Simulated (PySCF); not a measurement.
# triplet SiHBrClOF: levels of theory compared

Aim: a comparison of 6 runs (UHF/STO-3G, UHF/3-21G, UCAM-B3LYP/6-31G*, UM06-L/6-31G*, UPBE0/6-31G*, UTPSS/6-31G*) of triplet SiHBrClOF. 

Program for the calculation: PySCF 2.14.0.

8 further runs of the same task are left out: 8 set aside as unsound or not needed.

## (1) The system as given

SiHBrClOF: 6 atoms, total charge 0, spin state triplet. SMILES of the parent species: `O[Si](F)(Cl)Br`. The coordinates come from a PBE0-D4/def2-TZVP relaxation. This is one conformer, not always the lowest. That shape belongs to the parent species and isn't relaxed for this state.

Bond lengths: O1–Si2 1.613 Å, Si2–F3 1.580 Å, Si2–Cl4 2.028 Å, Si2–Br5 2.176 Å, O1–H6 0.959 Å. Angles: O1–Si2–F3 111.1°, O1–Si2–Cl4 111.4°, O1–Si2–Br5 107.9°, F3–Si2–Cl4 106.5°, F3–Si2–Br5 108.3°, Cl4–Si2–Br5 111.7°, Si2–O1–H6 118.7°.

## (2) The energy at UHF/STO-3G (run 1)

The input, input.py:

```python
from pyscf import gto

mol = gto.Mole()
mol.atom = '''
O   -0.495500   0.332200   1.178500
Si   0.211400   0.017400  -0.237100
F    1.621600  -0.663100  -0.028300
Cl  -0.893500  -1.272300  -1.345800
Br   0.511800   1.910000  -1.268400
H   -0.913700  -0.388000   1.655000
'''
mol.basis = 'sto-3g'
mol.verbose = 4
mol.max_memory = 1860
mol.spin = 2
mol.charge = 0
mol.build()

myscf = mol.UHF()
myscf.conv_tol = 1e-10
myscf.kernel()
if not myscf.converged:
    myscf = myscf.newton().run(myscf.mo_coeff, myscf.mo_occ)

etot = myscf.e_tot
print('E(%s) = %.9f' % ('HF', etot))
```

Launch:

```console
OMP_NUM_THREADS=1 python input.py
```

The program printed:

```text
PySCF version 2.14.0

[... 41 lines left out ...]
WARN: HOMO -0.0443147530959658 >= LUMO -0.588169146222338
[... 5 lines left out ...]
WARN: HOMO -0.0199884288826437 >= LUMO -0.10022587982166
[... 5 lines left out ...]
WARN: HOMO -0.00635516025087901 >= LUMO -0.0217475826731155
[... 70 lines left out ...]
converged SCF energy = -3457.1465355843  <S^2> = 2.0106333  2S+1 = 3.0070805
E(HF) = -3457.146535584
```

Wall time 1.1 s (1 thread of Intel Xeon Platinum 8488C (Sapphire Rapids), shared host); peak memory 0.12 GiB.

## (3) A single-point energy at UHF/3-21G (run 2)

The input, job.py:

```python
from pyscf import gto

mol = gto.M(
    atom='''
O   -0.495500   0.332200   1.178500
Si   0.211400   0.017400  -0.237100
F    1.621600  -0.663100  -0.028300
Cl  -0.893500  -1.272300  -1.345800
Br   0.511800   1.910000  -1.268400
H   -0.913700  -0.388000   1.655000
''',
    spin=2,
    verbose=4,
    basis='3-21g',
    max_memory=1860,
)

hf = mol.UHF()
hf.conv_tol = 1e-10
hf.kernel()
if not hf.converged:
    hf = hf.newton().run(hf.mo_coeff, hf.mo_occ)

e_tot = hf.e_tot
print(f'total energy: {e_tot:.8f} hartree')
```

Launch:

```console
OMP_NUM_THREADS=1 python job.py
```

The program printed:

```text
PySCF version 2.14.0

[... 41 lines left out ...]
WARN: HOMO 0.0378225803905399 >= LUMO -0.437485006553883
[... 5 lines left out ...]
WARN: HOMO -0.146779908457936 >= LUMO -0.199831694322596
[... 5 lines left out ...]
WARN: HOMO -0.150290997146001 >= LUMO -0.164615431618456
[... 150 lines left out ...]
converged SCF energy = -3478.5929953499  <S^2> = 2.0047941  2S+1 = 3.0031944
total energy: -3478.59299535 hartree
```

Wall time 2.1 s (1 thread of Intel Xeon Platinum 8488C (Sapphire Rapids), shared host); peak memory 0.14 GiB.

Runs 3 to 5 aren't shown in full; the table further down has their settings and results.

## (4) The energy at UTPSS/6-31G(d) (spherical functions) (run 6)

The input, input.xyz:

```xyz
6

O     -0.495500     0.332200     1.178500
Si     0.211400     0.017400    -0.237100
F      1.621600    -0.663100    -0.028300
Cl    -0.893500    -1.272300    -1.345800
Br     0.511800     1.910000    -1.268400
H     -0.913700    -0.388000     1.655000
```

The input, run.py:

```python
from pyscf import gto, dft

mol = gto.M(
    atom='input.xyz',
    basis='6-31g*',
    spin=2,
    verbose=3,
    max_memory=1860,
)

ks = dft.UKS(mol, xc='tpss')
ks.grids.level = 5
ks.conv_tol = 1e-10
ks.kernel()
if not ks.converged:
    ks = ks.newton().run(ks.mo_coeff, ks.mo_occ)

e_tot = ks.e_tot
print(f'total energy: {e_tot:.8f} hartree')
```

Launch:

```console
OMP_NUM_THREADS=1 python run.py
```

The program printed:

```text
WARN: HOMO -0.0536373478427796 >= LUMO -0.322264924773146

WARN: HOMO -0.0516937734055585 >= LUMO -0.0947733967849658

WARN: HOMO -0.0414564364278629 >= LUMO -0.256889042575193

WARN: HOMO -0.0398708647852164 >= LUMO -0.263716854831171

WARN: HOMO -0.0497496989020094 >= LUMO -0.27829805162644

WARN: HOMO -0.0468434497694616 >= LUMO -0.292644488663617

WARN: HOMO -0.0406955625976533 >= LUMO -0.286343181443861

WARN: HOMO -0.0429059425122968 >= LUMO -0.291105546875027

WARN: HOMO -0.04291664071539 >= LUMO -0.290388723319431

WARN: HOMO -0.0426139127570506 >= LUMO -0.289815584240381

WARN: HOMO -0.0425952033079087 >= LUMO -0.289818736337695

WARN: HOMO -0.0426834929219 >= LUMO -0.289899916122251

WARN: HOMO -0.042635862482677 >= LUMO -0.289889079485707

WARN: HOMO -0.0426464425790503 >= LUMO -0.289889097869493

WARN: HOMO -0.0426449081769391 >= LUMO -0.289887242817875

WARN: HOMO -0.0426424927825204 >= LUMO -0.289885657711462

WARN: HOMO -0.0426446343121452 >= LUMO -0.289887063857119

WARN: HOMO -0.0426445192227209 >= LUMO -0.289886860286571

WARN: HOMO -0.0426445048988953 >= LUMO -0.289886624806329

WARN: HOMO -0.0426445831529989 >= LUMO -0.289886706528844

WARN: HOMO -0.0426445814180765 >= LUMO -0.289886567470893

converged SCF energy = -3499.07410930006  <S^2> = 2.0022803  2S+1 = 3.0015198
total energy: -3499.07410930 hartree
```

It took 87 s on 1 thread of Intel Xeon Platinum 8488C (Sapphire Rapids), shared host; peak memory 0.56 GiB.

## (5) The series

```csv
run,level,integration grid,energy (Eh),dipole moment (D),HOMO energy (eV),⟨S²⟩,wall time
1,UHF/STO-3G,–,-3457.146536,6.53,-0.72,2.011,1.1 s
2,UHF/3-21G,–,-3478.592995,3.38,-4.65,2.005,2.1 s
3,UCAM-B3LYP/6-31G* (spherical functions),5,-3499.199305,1.43,-3.22,2.004,2.2 min
4,UM06-L/6-31G* (spherical functions),5,-3498.978781,1.11,-1.05,2.004,93 s
5,UPBE0/6-31G* (spherical functions),5,-3498.367432,1.03,-2.11,2.004,58 s
6,UTPSS/6-31G* (spherical functions),5,-3499.074109,1.20,-1.16,2.002,87 s
```

## (6) What came out

| quantity | value |
| --- | --- |
| run 6: total energy | -3499.07411 Eh |
| run 6: dipole moment | 1.20 D |
| run 6: HOMO energy (highest over α and β) | -1.16 eV |
| run 6: ⟨S²⟩ | 2.002 |

The dipole moment (its size) runs from 1.03 D (UPBE0/6-31G*) to 6.53 D (UHF/STO-3G). The two ends differ in method and basis. So wide a spread suggests that the runs ended on unlike SCF solutions, not only an effect of the method. Totals of different functionals can't be ranked against each other. In run 1 the basis is minimal, so the values are rough. All runs together took 6.2 min, the longest 2.2 min.
